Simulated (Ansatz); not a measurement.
# C2H8BClSi: the cost of one run

Program: Ansatz 0.2.0. Level of theory: RHF/def2-mTZVP. These are calculated values, not measurements.

## (1) The structure to begin with

Bond lengths: C1–Si2 1.813 Å, Si2–B3 1.931 Å, B3–C4 1.649 Å, C4–Cl5 1.708 Å, C1–H6 1.170 Å, C1–H7 1.136 Å, C1–H8 1.078 Å, Si2–H9 1.453 Å, Si2–H10 1.477 Å, B3–H11 1.209 Å, C4–H12 1.080 Å, C4–H13 1.192 Å. Angles (14 of 21 angles, heavy atoms first): C1–Si2–B3 109.7°, Si2–B3–C4 120.9°, B3–C4–Cl5 111.5°, C1–Si2–H9 109.7°, C1–Si2–H10 110.5°, B3–Si2–H9 108.6°, B3–Si2–H10 108.5°, Si2–C1–H6 110.2°, Si2–C1–H7 111.1°, Si2–C1–H8 113.3°, Si2–B3–H11 120.1°, C4–B3–H11 118.7°, B3–C4–H12 108.3°, B3–C4–H13 103.0°.

Structure file:

```xyz
13

C    -1.2051   -0.6263   -1.3858
Si   -0.1977   -1.2442   -0.0107
B     0.2334    0.2090    1.1849
C     1.1473    1.4830    0.6751
Cl    2.6069    1.5974    1.5543
H    -2.1795   -0.1217   -0.9786
H    -0.6645    0.1973   -1.9519
H    -1.4812   -1.3935   -2.0913
H     1.0412   -1.8031   -0.5250
H    -0.9349   -2.2738    0.7488
H    -0.0750    0.1463    2.3522
H     1.3097    1.3810   -0.3881
H     0.4199    2.4138    0.8309
```

## (2) End point A

input.yaml

```yaml
crystal:
  periodic: [false, false, false]
  atoms:
    - { symbol: C, position_ang: [-1.2051, -0.6263, -1.3858] }
    - { symbol: Si, position_ang: [-0.1977, -1.2442, -0.0107] }
    - { symbol: B, position_ang: [0.2334, 0.209, 1.1849] }
    - { symbol: C, position_ang: [1.1473, 1.483, 0.6751] }
    - { symbol: Cl, position_ang: [2.6069, 1.5974, 1.5543] }
    - { symbol: H, position_ang: [-2.1795, -0.1217, -0.9786] }
    - { symbol: H, position_ang: [-0.6645, 0.1973, -1.9519] }
    - { symbol: H, position_ang: [-1.4812, -1.3935, -2.0913] }
    - { symbol: H, position_ang: [1.0412, -1.8031, -0.525] }
    - { symbol: H, position_ang: [-0.9349, -2.2738, 0.7488] }
    - { symbol: H, position_ang: [-0.075, 0.1463, 2.3522] }
    - { symbol: H, position_ang: [1.3097, 1.381, -0.3881] }
    - { symbol: H, position_ang: [0.4199, 2.4138, 0.8309] }
basis:
  gaussian: { orbitals: def2-mTZVP }
hamiltonian:
  xc: hf
relax:
  f_tol: 0.015
  max_steps: 40
```

Launch:

```bash
> ansatz run input.yaml --threads 2 --pin off --max-ram 3072MiB --backend cpu --events-out ev --progress --plain --runs-dir out
```

Q: Estimate wall time and peak memory on 2 threads of AMD EPYC 9R14 (Zen 4), shared host.

About 59 s, with a peak of 0.29 GiB.
